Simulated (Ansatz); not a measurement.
# C3H5F3O: small, medium and large basis sets

One table from this session's results is given with a row withheld; the runs are named, their logs left out.

The runs use Ansatz 0.2.0, Gaussian basis; one geometry, several basis sets.

Plan: PBE0-D4/def2-SVP; ωB97M-V/def2-SVP; PBE0-D4/def2-QZVPP; ωB97M-V/def2-QZVPP; the functionals' def2-TZVPP values are taken from earlier runs.

## The relaxed structure

The geometry comes from an earlier relaxation with PBE0-D4 in a triple-zeta def2 set; it is a stationary point, not always the lowest conformer.

12 atoms, charge 0, spin multiplicity 1.

Atoms are counted from 1 here; the program's logs count them from 0.

Bond lengths: C1–C2 1.504 Å, C1–H8 1.092 Å, C1–H9 1.091 Å, C1–H10 1.091 Å, C2–O3 1.437 Å, C2–H11 1.093 Å, C2–H12 1.093 Å, O3–C4 1.332 Å, C4–F5 1.343 Å, C4–F6 1.343 Å, C4–F7 1.323 Å. Angles: C2–C1–H8 109.6°, C2–C1–H9 110.8°, C2–C1–H10 110.8°, H8–C1–H9 108.5°, H8–C1–H10 108.5°, H9–C1–H10 108.6°, C1–C2–O3 107.4°, C1–C2–H11 111.4°, C1–C2–H12 111.4°, O3–C2–H11 108.9°, O3–C2–H12 108.9°, H11–C2–H12 108.8°, C2–O3–C4 116.1°, O3–C4–F5 112.8°, O3–C4–F6 112.8°, O3–C4–F7 108.5°, F5–C4–F6 106.3°, F5–C4–F7 108.1° and more.

The first run:

File in.yaml:

```yaml
crystal:
  periodic: [false, false, false]
  atoms:
    - {symbol: C, position_ang: [-0.061620, -1.807985, 0.058025]}
    - {symbol: C, position_ang: [0.080828, -0.402175, -0.455819]}
    - {symbol: O, position_ang: [-0.113936, 0.483648, 0.658156]}
    - {symbol: C, position_ang: [-0.012969, 1.786243, 0.396261]}
    - {symbol: F, position_ang: [1.196099, 2.129894, -0.076155]}
    - {symbol: F, position_ang: [-0.906248, 2.204944, -0.514668]}
    - {symbol: F, position_ang: [-0.222715, 2.457398, 1.517505]}
    - {symbol: H, position_ang: [0.079322, -2.513843, -0.762753]}
    - {symbol: H, position_ang: [-1.053553, -1.966864, 0.483772]}
    - {symbol: H, position_ang: [0.684269, -2.017842, 0.826159]}
    - {symbol: H, position_ang: [-0.667663, -0.178820, -1.220583]}
    - {symbol: H, position_ang: [1.075187, -0.229698, -0.876000]}
basis:
  gaussian: {orbitals: def2-SVP}
hamiltonian: {xc: pbe0, dispersion: d4}
output: {orbitals: {seedname: orbitals}}
```

Among the steps run: PBE0-D4 in def2-SVP; ωB97M-V in def2-SVP; PBE0-D4 in def2-QZVPP; ωB97M-V in def2-QZVPP.

One table of the session follows, with a row left open; its other results are not shown here.

It belongs to the step «Density functionals: the series». 

```
functional       basis  HOMO (eV)  LUMO (eV)
   PBE0-D4    def2-SVP      -9.18       1.88
   PBE0-D4  def2-TZVPP      -9.25       1.20
   PBE0-D4  def2-QZVPP      -9.28       0.71
   ωB97M-V    def2-SVP          ?          ?
   ωB97M-V  def2-TZVPP     -11.68       2.58
   ωB97M-V  def2-QZVPP     -11.71       1.81
```

**Question.** Estimate the row for ωB97M-V, def2-SVP.

The run gave: HOMO (eV): -11.60; LUMO (eV): 3.50. In the column «HOMO (eV)» it lies between ωB97M-V, def2-TZVPP (-11.68) and PBE0-D4, def2-QZVPP (-9.28).
